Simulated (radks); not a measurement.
# Ca²⁺ inside a hard spherical wall

One table from this session's results is given with a row withheld; the runs are named, their logs left out.

Program: radks (a radial shooting solver on a logarithmic mesh, Libxc functionals) version 1. Level of theory: non-relativistic Kohn-Sham, r2SCAN, spin-polarised, spherical densities, point nucleus. These are calculated values, not measurements, unless marked.

**The system**

| Quantity | Value |
| --- | --- |
| element | calcium (Z = 20) |
| charge | +2 |
| electrons | 18 |
| configuration | [Ar] |

Outer shells as boxes (Hund's rule):

Ca²⁺
```
[Ne] core
3s [↑↓]
3p [↑↓][↑↓][↑↓]
```

The first run:

The run's settings:

```text
Z 20
configuration [Ar] 4s0 3d0 4p0
relativity non-relativistic
functional r2scan,r2scan
spin polarised
nucleus point
```

Among the steps run: The free atom; Wall at 20 bohr; Wall at 7 bohr; Wall at 6 bohr; Wall at 5 bohr; Wall at 2.5 bohr; Wall at 1.5 bohr.

One of the session's tables, all rows but one given; the rest of the session is left out.

| R (bohr) | E − E(free) (eV) | ε(3d, empty) (eV) |
| --- | --- | --- |
| free | ? | ? |
| 20 | -0.000 | -15.172 |
| 7 | 0.000 | -15.167 |
| 6 | 0.000 | -15.144 |
| 5 | 0.009 | -15.030 |
| 2.5 | 18.095 | -3.924 |
| 1.5 | 354.33 | 64.751 |

Q: Estimate the row for free from the others.

**Answer.** E − E(free) (eV): 0.000; ε(3d, empty) (eV): -15.172.

Shells are not refilled when levels cross, and a hard wall is a model, not a crystal.
